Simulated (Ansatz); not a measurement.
Run this with the Ansatz DFT code, driven from Python and show what comes out.

Script `scal_nc_paw.py`:
```python
# -*- coding: utf-8 -*-
"""Two kinds of potentials on ScAl."""

import ansatz as az
import numpy as np
from pymatgen.core import Lattice, Structure
from pymatgen.io.ase import AseAtomsAdaptor
from tabulate import tabulate


def count_gap(report):
    # lowest empty less highest filled band, counting bands; zero where they overlap
    return max(report.get("gap_by_band_count_ev") or 0.0, 0.0)

pmg_structure = Structure(
    Lattice([(3.370349, 0.0, 0.0), (0.0, 3.370349, 0.0), (0.0, 0.0, 3.370349)]),
    ["Sc", "Al"],
    [
        (0.5, 0.5, 0.5),
        (0.0, 0.0, 0.0),
    ],
)
crystal = az.Crystal.from_ase(AseAtomsAdaptor.get_atoms(pmg_structure))

setup = (
    crystal.calculation()
    .functional("lda")
    .kpoints(4)
    .occupations("methfessel_paxton")
    .mixing("anderson", preconditioner="kerker_dos")
    .scf(tolerance=1e-05, max_iterations=100, lower_state_search="light")
    .stress()
    .forces()
    .band_table()
)
variants = {
    "PAW": setup.pseudopotentials("paw"),
    "norm-conserving": setup.pseudopotentials("nc"),
}
# totals differ by the cores that each treatment holds, so compare what does not depend on them
rows = []
for label, variant in variants.items():
    report = variant.run(threads=1, pin="off").report
    levels = np.array(report["eigenvalues_ev"][0]) - report["fermi_energy_ev"]
    print(label, "levels at the first k-point near E_F:", np.round(levels[np.abs(levels) < 5], 3))
    rows.append((label, report["n_electrons"], np.trace(report["stress_gpa"]) / 3, count_gap(report)))
print(tabulate(rows, headers=["treatment", "electrons in bands", "P GPa", "gap by band count eV"], floatfmt=".4f", tablefmt="github"))
```

Running `python scal_nc_paw.py` prints:
```text
DeckWarning: basis.ecutwfc = 420 eV, auto-derived from the records' recommended cutoffs: set by Sc (normal level)
DeckWarning: scf.convergence.dr2_threshold = 1e-5 eV is looser than this run's default, which is 1e-7 eV or tighter. The error in the forces grows as the threshold's square root, so leave the key out unless less accurate forces are enough
DeckWarning: output.stress: scf.convergence.dr2_threshold = 1e-5 eV is looser than the 2e-10 eV advised for a printed stress (1e-10 eV for each atom of the cell: 2). What an SCF threshold leaves in a stress goes as its square root, and in the free energy as the threshold itself, and one threshold admits the most on a [...]
PAW levels at the first k-point near E_F: [-0.439 -0.439  2.85   2.85   2.85   4.034]
DeckWarning: basis.ecutwfc = 1061.244064 eV, auto-derived from the records' recommended cutoffs: set by Sc (normal level)
norm-conserving levels at the first k-point near E_F: [-0.438 -0.438  2.849  2.849  2.849  4.023]
| treatment       |   electrons in bands |   P GPa |   gap by band count eV |
|-----------------|----------------------|---------|------------------------|
| PAW             |              14.0000 | -3.9696 |                 0.0000 |
| norm-conserving |              14.0000 | -4.0864 |                 0.0000 |
```
(Warnings from the package without file and line, shortened.)

PAW gives -3.970 GPa and norm-conserving -4.086 GPa, 0.12 GPa apart. They took 0.4 and 0.9 s of processor time.

Reading the output:
- The settings weren't tested for convergence.
- The computed bands are complete only to about 2.4 eV above the Fermi level.
- For a metal this mesh is far too coarse, so the numbers only illustrate the procedure.
- A gap by band count of zero or less means overlapping bands, a metal.
- The structure comes from a database of computed cells and needn't be a stable or known phase.
- Gaps and levels are Kohn-Sham values on a finite set of k-points.
- Stress is positive in compression.
- Wall time of the script: 2.9 s on 1 thread of Intel(R) Xeon(R) Platinum 8375C CPU @ 2.90GHz (Ice Lake) (shared host), peak memory 0.44 GiB.

(A comment or docstring line of the script was reworded after the run, the code is as it ran; lines on the test bed's own set-up are left out of the output.)
